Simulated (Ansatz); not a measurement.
Task: a rigid scan of one bond angle of CH3BOS, SMILES BSC=O, with Ansatz's Python interface. Give the script and its output. Level of theory (for the species named): r2scan0, def2-SVP basis, multiplicity 1.

```csv
atom,x (Å),y (Å),z (Å)
B,0.3825,-0.4743,-1.2077
S,-0.6407,-1.1431,0.2281
C,-0.4528,0.3440,1.1950
O,0.6018,0.4491,1.9673
H,1.5048,-0.5954,-1.2992
H,-0.2250,0.1963,-2.0638
H,-1.1093,1.1555,1.1346
```

Script `bend_ch3bos.py`:
```python
# -*- coding: utf-8 -*-
"""Energy of CH3BOS against one bond angle."""

import warnings

import ansatz as az
from ase import Atoms

BASIS = "def2-SVP"
FUNCTIONAL = "R2SCAN0"
FORCE_TOL = 0.02

warnings.simplefilter("ignore", az.DeckWarning)

atoms = Atoms(["B", "S", "C", "O", "H", "H", "H"], positions=[
    (0.3825, -0.4743, -1.2077),
    (-0.6407, -1.1431, 0.2281),
    (-0.4528, 0.344, 1.195),
    (0.6018, 0.4491, 1.9673),
    (1.5048, -0.5954, -1.2992),
    (-0.225, 0.1963, -2.0638),
    (-1.1093, 1.1555, 1.1346),
])

# relax first, so that the scan starts from a minimum
first = (
    az.Crystal.molecule_from_ase(atoms).calculation()
    .basis(gaussian=BASIS)
    .functional(FUNCTIONAL)
    .relax(force_tolerance=FORCE_TOL, max_steps=80)
)
atoms.positions = first.run().report["positions_ang"]

rows = []
for angle in [90, 100, 110, 120, 135, 150, 165, 179]:
    bent = atoms.copy()
    bent.set_angle(2, 1, 0, angle, indices=[0, 4, 5])
    setup = az.Crystal.molecule_from_ase(bent).calculation().basis(gaussian=BASIS).functional(FUNCTIONAL)
    rows.append((angle, setup.run().report["free_energy_ev"]))
floor = min(e for _, e in rows)
for angle, e in rows:
    print(f"angle C2-S1-B0 = {angle:3d} deg   {1000 * (e - floor):9.1f} meV")
```

```console
$ python bend_ch3bos.py
angle C2-S1-B0 =  90 deg       178.0 meV
angle C2-S1-B0 = 100 deg         0.0 meV
angle C2-S1-B0 = 110 deg        85.7 meV
angle C2-S1-B0 = 120 deg       318.8 meV
angle C2-S1-B0 = 135 deg       838.2 meV
angle C2-S1-B0 = 150 deg      1442.7 meV
angle C2-S1-B0 = 165 deg      1954.2 meV
angle C2-S1-B0 = 179 deg      2162.3 meV
```

Reading the output:
- The settings weren't tested for convergence.
- The scan is rigid, and the energies are electronic, in a modest basis. The zero is the lowest point of the grid, which needn't be the minimum.
- Finished in 2.2 min on 1 thread of Arm Neoverse V1, on a shared host, peak memory 0.23 GiB.
